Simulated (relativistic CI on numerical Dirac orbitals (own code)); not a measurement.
# Co⁴⁺ (3d5) in crystal fields: levels and magnetism

How does a crystal field split the 3d5 shell of Co⁴⁺, and what follows for the ground state and χT? 6 fields tried.

The numbers are computed with relativistic CI on numerical Dirac orbitals (own code) version 1 (Dirac-Coulomb-Breit CI, KLI orbitals optimised for each configuration, model QED (radiative potential, 1s self-energy scaled to tabulated hydrogen-like ionisation energies), valence Slater integrals scaled by 0.65, one configuration in a parametric crystal field), except any that are marked as measured or tabulated.

### 1 The atom as given

- ion: Co⁴⁺ (Co V)
- nuclear charge: 27
- electrons: 23
- open shell: 3d5
- Slater scale: 0.65
- field 1 (cm⁻¹): Oh, 10Dq = 18100
- field 2 (cm⁻¹): D3d, 10Dq = 39900, Dsigma = 1170, Dtau = -90
- field 3 (cm⁻¹): D3d, 10Dq = 35400, Dsigma = -270, Dtau = -250
- field 4 (cm⁻¹): D3d, 10Dq = 12350, Dsigma = 1050, Dtau = -350
- field 5 (cm⁻¹): D3d, 10Dq = 24600, Dsigma = -970, Dtau = 50
- field 6 (cm⁻¹): D3d, 10Dq = 15000, Dsigma = -890, Dtau = 220

Outer shells as boxes (Hund's rule):

[Ar] 3d5
```
[Ar] core
3d [↑ ][↑ ][↑ ][↑ ][↑ ]
```

### 2 Field 1: Oh, 10Dq = 18100

Settings, as recorded:

```ini
atom Co  Z=27  charge=4  electrons=23
nucleus A=59  rms_radius_fm=3.7875
hamiltonian dirac-coulomb  breit=on  qed=on  c_scale=1
orbitals kli  potential=per-configuration
slater_scale 0.65
correlation none
mixing on
configurations
  [Ar] 3d5
end
crystal_field Oh 10Dq=18100
```

From the run's result record (rounded, not every field):

```text
{
  "status": "converged",
  "cf_levels [E_cm, degeneracy, irrep, S_eff, L_eff, J_eff, g_principal]": [
    [0, 2, "G7", 2.494, 0.04651, 2.505, [3.332, 3.332, 3.332]],
    [0.5, 4, "G8", 2.495, 0.04475, 2.505, "-"],
    [8951, 2, "G7", 0.6698, 4.316, 4.645, [2.448, 2.448, 2.448]],
    [10181.4, 4, "G8", 0.7078, 4.359, 4.382, "-"],
    [11902.3, 4, "G8", 1.495, 3.11, 3.635, "-"],
    [12072, 2, "G6", 1.5, 3.088, 3.169, [2.937, 2.937, 2.937]],
    [12154.5, 4, "G8", 1.396, 3.356, 3.833, "-"],
    [12231.8, 2, "G7", 1.414, 3.326, 3.976, [2.356, 2.356, 2.356]],
    [18138.2, 2, "G6", 1.499, 3.333, 4.206, "-"],
    [18153.5, 4, "G8", 1.499, 3.335, 4.098, "-"],
    [18191.5, 2, "G7", 1.493, 3.436, 3.081, "-"],
    [18194.5, 4, "G8", 1.493, 3.405, 3.576, "-"],
    [24293, 4, "G8", 0.585, 5.276, 5.373, "-"],
    [24345.5, 2, "G7", 0.5261, 4.801, 4.946, "-"],
    [24930.6, 2, "G6", 0.5705, 5.278, 5.285, "-"],
    [26089.3, 2, "G7", 0.8808, 4.634, 4.91, "-"],
    [26429.2, 4, "G8", 0.825, 4.692, 4.782, "-"],
    [27284.3, 4, "G8", 1.449, 4.1, 4.458, "-"],
    "... 27 more rows left out ..."
  ],
  "chiT [K, cm3 K/mol]": [[2, 4.35215], [5, 4.37017], [10, 4.37268], [20, 4.3733], [50, 4.37349], [100, 4.37354], [200, 4.37361], [300, 4.37366]],
  "stabilisation [cm-1]": -32.0213,
  "radial 3d5 [Ha, bohr]": {"<r^-3>(3d)": 7.3778, "<r^1>(3d)": 0.87344, "<r^2>(3d)": 0.93877, "<r^4>(3d)": 1.8216, "F2(3d,3d)": 0.49915, "F4(3d,3d)": 0.31346, "zeta(3d)": 0.0029291},
  "n_levels_all": 84
}
```

It took 0.29 s on 1 thread, shared host.

### 3 Field 2: D3d, 10Dq = 39900, Dsigma = 1170, Dtau = -90

The settings differ from step 2 so:

```diff
@@ -10,2 +10,2 @@
 end
-crystal_field Oh 10Dq=18100
+crystal_field D3d 10Dq=39900 Dsigma=1170 Dtau=-90
```

Results of the run:

```text
{
  "status": "converged",
  "cf_levels [E_cm, degeneracy, irrep, S_eff, L_eff, J_eff, g_principal]": [
    [0, 2, "G4", 0.5035, 4.369, 4.625, [1.064, 1.064, 3.731]],
    [862.9, 2, "G56", 0.5022, 4.398, 4.361, [0.0, 0.0, 0.299]],
    [2181.9, 2, "G4", 0.5026, 4.428, 4.418, [0.877, 0.877, 1.593]],
    [22771.5, 2, "G4", 1.508, 3.037, 3.695, [0.113, 0.113, 6.413]],
    [22806.2, 2, "G56", 1.506, 3.036, 3.675, [0.0, 0.0, 2.795]],
    [22865.5, 2, "G4", 1.504, 3.036, 3.609, [0.973, 2.186, 2.186]],
    [22962.8, 2, "G4", 1.5, 3.039, 3.443, [2.024, 2.024, 4.668]],
    [24076.3, 2, "G56", 1.503, 3.005, 3.469, [0.0, 0.0, 6.051]],
    [24112.1, 2, "G4", 1.505, 3.003, 3.379, "-"],
    [30104.1, 2, "G4", 1.502, 3.122, 3.865, "-"],
    [30195.2, 2, "G56", 1.502, 3.134, 3.69, "-"],
    [30276.2, 2, "G4", 1.5, 3.148, 3.518, "-"],
    [30347, 2, "G4", 1.497, 3.166, 3.339, "-"],
    [31612.8, 2, "G56", 1.497, 3.095, 3.535, "-"],
    "... 31 more rows left out ..."
  ],
  "chiT [K, cm3 K/mol]": [[2, 0.50766], [5, 0.510298], [10, 0.514696], [20, 0.523491], [50, 0.549875], [100, 0.593846], [200, 0.680277], [300, 0.755888]],
  "stabilisation [cm-1]": -32812.5,
  "n_levels_all": 126
}
```

Run time: 0.17 s. Hardware: 1 thread, shared host.

### 4 Field 3: D3d, 10Dq = 35400, Dsigma = -270, Dtau = -250

The settings differ from step 3 so:

```diff
@@ -10,2 +10,2 @@
 end
-crystal_field D3d 10Dq=39900 Dsigma=1170 Dtau=-90
+crystal_field D3d 10Dq=35400 Dsigma=-270 Dtau=-250
```

Results of the run:

```text
{
  "status": "converged",
  "cf_levels [E_cm, degeneracy, irrep, S_eff, L_eff, J_eff, g_principal]": [
    [0, 2, "G4", 0.5046, 4.41, 4.561, [1.651, 2.629, 2.629]],
    [2449.9, 2, "G4", 0.5049, 4.415, 4.518, [0.707, 0.707, 3.973]],
    [3082.7, 2, "G56", 0.504, 4.433, 4.388, [0.0, 0.0, 0.482]],
    [18283.4, 2, "G4", 1.526, 3, 3.593, [2.024, 4.221, 4.221]],
    [18285.6, 2, "G56", 1.519, 3.007, 3.603, [0.0, 0.0, 6.113]],
    [19101.2, 2, "G4", 1.547, 2.977, 3.781, [0.005, 0.005, 7.579]],
    [19300, 2, "G56", 1.523, 3.012, 3.584, [0.0, 0.0, 3.606]],
    [19465, 2, "G4", 1.512, 3.027, 3.406, [0.267, 0.267, 0.451]],
    [19622.1, 2, "G4", 1.502, 3.041, 3.242, "-"],
    [23620.9, 2, "G4", 2.47, 0.3686, 2.56, "-"],
    [23621.7, 2, "G56", 2.468, 0.383, 2.569, "-"],
    [23626.8, 2, "G4", 2.464, 0.4198, 2.582, "-"],
    [25482, 2, "G4", 1.498, 3.137, 3.674, "-"],
    [25498.1, 2, "G56", 1.498, 3.139, 3.609, "-"],
    "... 31 more rows left out ..."
  ],
  "chiT [K, cm3 K/mol]": [[2, 0.517938], [5, 0.51892], [10, 0.520556], [20, 0.523828], [50, 0.533645], [100, 0.550005], [200, 0.582726], [300, 0.615448]],
  "stabilisation [cm-1]": -23410.4,
  "n_levels_all": 126
}
```

It took 0.17 s on 1 thread, shared host.

### 5 Field 4: D3d, 10Dq = 12350, Dsigma = 1050, Dtau = -350

The settings differ from step 4 so:

```diff
@@ -10,2 +10,2 @@
 end
-crystal_field D3d 10Dq=35400 Dsigma=-270 Dtau=-250
+crystal_field D3d 10Dq=12350 Dsigma=1050 Dtau=-350
```

Results of the run:

```text
{
  "status": "converged",
  "cf_levels [E_cm, degeneracy, irrep, S_eff, L_eff, J_eff, g_principal]": [
    [0, 2, "G4", 2.497, 0.01424, 2.501, [1.999, 6.002, 6.002]],
    [0.7, 2, "G56", 2.497, 0.01352, 2.501, [0.0, 0.0, 6.003]],
    [2, 2, "G4", 2.498, 0.01228, 2.501, [0.001, 0.001, 10.0]],
    [17561.5, 2, "G4", 1.462, 3.196, 3.818, [1.888, 4.286, 4.286]],
    [17716, 2, "G56", 1.497, 3.132, 3.681, [0.0, 0.0, 5.884]],
    [18263.2, 2, "G4", 1.48, 3.235, 3.815, [0.082, 0.082, 5.797]],
    [18374.5, 2, "G56", 1.493, 3.209, 3.723, [0.0, 0.0, 2.976]],
    [18421, 2, "G4", 1.497, 3.183, 3.575, [2.49, 3.162, 3.162]],
    [18445.2, 2, "G4", 1.494, 3.193, 3.458, "-"],
    [21398.2, 2, "G4", 0.6632, 4.517, 4.706, "-"],
    [22711.5, 2, "G4", 1.288, 3.902, 4.004, "-"],
    [22862.9, 2, "G56", 1.361, 3.81, 4.082, "-"],
    [22981.1, 2, "G4", 1.462, 3.726, 3.71, "-"],
    [23073.6, 2, "G4", 1.497, 3.621, 4.478, "-"],
    "... 31 more rows left out ..."
  ],
  "chiT [K, cm3 K/mol]": [[2, 4.30386], [5, 4.36694], [10, 4.37737], [20, 4.38009], [50, 4.38086], [100, 4.38098], [200, 4.38102], [300, 4.38104]],
  "stabilisation [cm-1]": -10.253,
  "n_levels_all": 126
}
```

Wall time 0.17 s (1 thread, shared host).

### 6 Field 5: D3d, 10Dq = 24600, Dsigma = -970, Dtau = 50

The settings differ from step 5 so:

```diff
@@ -10,2 +10,2 @@
 end
-crystal_field D3d 10Dq=12350 Dsigma=1050 Dtau=-350
+crystal_field D3d 10Dq=24600 Dsigma=-970 Dtau=50
```

Results of the run:

```text
{
  "status": "converged",
  "cf_levels [E_cm, degeneracy, irrep, S_eff, L_eff, J_eff, g_principal]": [
    [0, 2, "G4", 0.5232, 4.408, 4.635, [0.547, 2.952, 2.952]],
    [1329.3, 2, "G4", 0.5222, 4.465, 4.506, [1.052, 1.052, 3.201]],
    [1910.4, 2, "G56", 0.5232, 4.484, 4.428, [0.0, 0.0, 0.817]],
    [4011.7, 2, "G4", 2.473, 0.2691, 2.54, [0.169, 4.875, 4.875]],
    [4013.2, 2, "G56", 2.472, 0.2861, 2.543, [0.0, 0.0, 5.953]],
    [4019.2, 2, "G4", 2.474, 0.2704, 2.542, [1.079, 1.079, 7.775]],
    [8850.5, 2, "G56", 1.512, 3.089, 3.624, [0.0, 0.0, 6.235]],
    [8933.6, 2, "G4", 1.518, 3.087, 3.583, [2.059, 3.984, 3.984]],
    [9437.9, 2, "G4", 1.524, 3.02, 3.781, "-"],
    [9492, 2, "G56", 1.517, 3.029, 3.656, "-"],
    [9569.2, 2, "G4", 1.506, 3.042, 3.493, "-"],
    [9704, 2, "G4", 1.504, 3.043, 3.267, "-"],
    [14986.7, 2, "G4", 1.497, 3.281, 3.762, "-"],
    [15010.2, 2, "G56", 1.497, 3.284, 3.704, "-"],
    "... 31 more rows left out ..."
  ],
  "chiT [K, cm3 K/mol]": [[2, 0.555686], [5, 0.557748], [10, 0.561186], [20, 0.568061], [50, 0.588686], [100, 0.623061], [200, 0.69179], [300, 0.759873]],
  "stabilisation [cm-1]": -4127.38,
  "n_levels_all": 126
}
```

Run time: 0.17 s. Hardware: 1 thread, shared host.

### 7 Field 6: D3d, 10Dq = 15000, Dsigma = -890, Dtau = 220

The settings differ from step 6 so:

```diff
@@ -10,2 +10,2 @@
 end
-crystal_field D3d 10Dq=24600 Dsigma=-970 Dtau=50
+crystal_field D3d 10Dq=15000 Dsigma=-890 Dtau=220
```

Results of the run:

```text
{
  "status": "converged",
  "cf_levels [E_cm, degeneracy, irrep, S_eff, L_eff, J_eff, g_principal]": [
    [0, 2, "G4", 2.496, 0.03155, 2.503, [0.008, 0.008, 9.984]],
    [2, 2, "G56", 2.496, 0.02941, 2.503, [0.0, 0.0, 6.0]],
    [2.9, 2, "G4", 2.496, 0.02878, 2.503, [1.984, 5.992, 5.992]],
    [12361.4, 2, "G4", 0.9547, 3.999, 4.407, [1.473, 1.473, 4.253]],
    [13263.3, 2, "G56", 1.216, 3.669, 4.006, [0.0, 0.0, 1.638]],
    [13414, 2, "G4", 1.328, 3.464, 3.954, [0.301, 2.198, 2.198]],
    [13838.8, 2, "G4", 1.49, 3.099, 3.481, [0.124, 2.863, 2.863]],
    [13860.4, 2, "G56", 1.492, 3.159, 3.638, [0.0, 0.0, 3.851]],
    [14007.6, 2, "G4", 1.499, 3.104, 3.191, "-"],
    [14486, 2, "G4", 1.187, 3.759, 4.253, "-"],
    [14685.9, 2, "G56", 0.9617, 4.133, 4.313, "-"],
    [15109.5, 2, "G4", 0.8428, 4.26, 4.407, "-"],
    [18954.4, 2, "G4", 1.495, 3.51, 3.919, "-"],
    [19001.2, 2, "G56", 1.491, 3.523, 3.881, "-"],
    "... 31 more rows left out ..."
  ],
  "chiT [K, cm3 K/mol]": [[2, 4.19325], [5, 4.34497], [10, 4.36917], [20, 4.37516], [50, 4.37682], [100, 4.37707], [200, 4.37716], [300, 4.3772]],
  "stabilisation [cm-1]": -23.7324,
  "n_levels_all": 126
}
```

It took 0.17 s on 1 thread, shared host.

### 8 Comparison of the fields

| field | ground state | degeneracy | S | J | first gap (cm⁻¹) | stabilisation (cm⁻¹) | χT at 2 K | χT at 300 K |
| --- | --- | --- | --- | --- | --- | --- | --- | --- |
| 1: Oh | G7 | 2 | 2.49 | 2.51 | 0 | -32 | 4.352 | 4.374 |
| 2: D3d | G4 | 2 | 0.50 | 4.63 | 863 | -32813 | 0.508 | 0.756 |
| 3: D3d | G4 | 2 | 0.50 | 4.56 | 2450 | -23410 | 0.518 | 0.615 |
| 4: D3d | G4 | 2 | 2.50 | 2.50 | 1 | -10 | 4.304 | 4.381 |
| 5: D3d | G4 | 2 | 0.52 | 4.64 | 1329 | -4127 | 0.556 | 0.760 |
| 6: D3d | G4 | 2 | 2.50 | 2.50 | 2 | -24 | 4.193 | 4.377 |

χT is in cm³ K/mol; stabilisation counts from the free ion's lowest level; S and J come from the expectation values of their squares.

### 9 What came out

```
                           quantity                                                 value
ground spin (effective S from ⟨S²⟩)  1: 2.49, 2: 0.50, 3: 0.50, 4: 2.50, 5: 0.52, 6: 2.50
                        χT at 300 K                                0.62 to 4.38 cm³ K/mol
          most axial ground doublet                         field 6, g = 0.01, 0.01, 9.98
```

What this shows: The ground spin ranges from 0.50 to 2.50 over these fields. The lowest doublet of field 6 is strongly axial. The field is a set of parameters, without covalency or charge transfer.
